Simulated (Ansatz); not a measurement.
# B2H4: interaction energy of a dimer with the counterpoise correction

A script is to give the interaction energy of a dimer with the counterpoise correction; the system is B2H4. SMILES: BB.

Program: the Python package of Ansatz 0.2.0. Level of theory: MP2/def2-SVPD. These are calculated values, not measurements.

## 1. Starting point

Bond lengths: B1–B2 1.680 Å, B1–H3 1.163 Å, B1–H4 1.173 Å, B2–H5 1.194 Å, B2–H6 1.189 Å. Angles: B1–B2–H5 119.6°, B1–B2–H6 120.6°, H5–B2–H6 119.7°, B2–B1–H3 119.6°, B2–B1–H4 116.7°, H3–B1–H4 123.3°.

The script holds or builds the structure itself.

## 2. The code

b2h4_dimer.py reads:

```python
"""Binding of a B2H4 dimer at a trial geometry."""

import logging
import sys

import ansatz as az

logging.basicConfig(stream=sys.stdout, format="[%(levelname)s] %(message)s")
log = logging.getLogger("calc")
log.setLevel(logging.INFO)

config = {
    "basis": "def2-SVPD",
    "method": "MP2",
}

FIRST = [
    ("B", (-0.2157, -0.8255, -0.0667)),
    ("B", (0.2312, 0.7868, 0.0862)),
    ("H", (-0.6276, -1.397, 0.8582)),
    ("H", (-0.2154, -1.272, -1.1509)),
    ("H", (0.5676, 1.4004, -0.8812)),
    ("H", (0.2601, 1.3075, 1.1545)),
]
SECOND = [
    ("B", (-2.8012, 1.6268, 2.5336)),
    ("B", (-3.6757, 0.2302, 2.8611)),
    ("H", (-3.3128, 2.6645, 2.6492)),
    ("H", (-1.6547, 1.4945, 2.3266)),
    ("H", (-3.1274, -0.8301, 2.8317)),
    ("H", (-4.8438, 0.2844, 3.0753)),
]

def energy(atoms, ghosts=()):
    molecule = az.Crystal.molecule()
    for symbol, xyz in atoms:
        molecule = molecule.atom(symbol, xyz)
    calc = (
        molecule.calculation()
        .basis(gaussian=config["basis"])
        .correlation(config["method"])
    )
    deck = calc.input()
    if ghosts:
        deck = deck.set(az.key.basis.gaussian.ghost_atoms, [{"symbol": s, "position_ang": list(xyz)} for s, xyz in ghosts])
    return az.Session.from_dict(deck).plan().execute().report["free_energy_ev"]

# ghost atoms carry the functions of the partner
both = energy(FIRST + SECOND)
alone = energy(FIRST) + energy(SECOND)
ghosted = energy(FIRST, SECOND) + energy(SECOND, FIRST)
log.info(f"dimer {both:.6f} eV")
log.info(f"interaction, uncorrected   {23.060548 * (both - alone):8.3f} kcal/mol")
log.info(f"interaction, counterpoise  {23.060548 * (both - ghosted):8.3f} kcal/mol")
log.info(f"basis-set superposition    {23.060548 * (alone - ghosted):8.3f} kcal/mol")
```

## 3. The input behind the calls

The package turns the script's settings into the engine's input (first run):

```yaml
crystal:
  periodic: [false, false, false]
  atoms:
    - { symbol: B, position_ang: [-0.2157, -0.8255, -0.0667] }
    - { symbol: B, position_ang: [0.2312, 0.7868, 0.0862] }
    - { symbol: H, position_ang: [-0.6276, -1.397, 0.8582] }
    - { symbol: H, position_ang: [-0.2154, -1.272, -1.1509] }
    - { symbol: H, position_ang: [0.5676, 1.4004, -0.8812] }
    - { symbol: H, position_ang: [0.2601, 1.3075, 1.1545] }
    - { symbol: B, position_ang: [-2.8012, 1.6268, 2.5336] }
    - { symbol: B, position_ang: [-3.6757, 0.2302, 2.8611] }
    - { symbol: H, position_ang: [-3.3128, 2.6645, 2.6492] }
    - { symbol: H, position_ang: [-1.6547, 1.4945, 2.3266] }
    - { symbol: H, position_ang: [-3.1274, -0.8301, 2.8317] }
    - { symbol: H, position_ang: [-4.8438, 0.2844, 3.0753] }
basis:
  gaussian:
    orbitals: def2-SVPD
correlation:
  method: mp2
```

## 4. The run

The run is started by

```sh
$ python b2h4_dimer.py
```

**Question.** How large is the interaction at this pose, and how much of it is basis-set superposition?

**Answer**, as computed:

```
                        quantity            value
 interaction energy, uncorrected  -0.052 kcal/mol
interaction energy, counterpoise   0.800 kcal/mol
                   runs compared                5
```

What this shows: The counterpoise correction turns the binding into repulsion: what looked like attraction was the basis set's error. Uncorrected it is -0.052 kcal/mol, with the counterpoise correction 0.800 kcal/mol; the difference, 0.85 kcal/mol, is the superposition error. The sign changes with the correction, so this basis doesn't settle it. The dimer is a generated trial pose of unrelaxed monomers, not a minimum, so the figure is no binding energy, and the basis set is small.
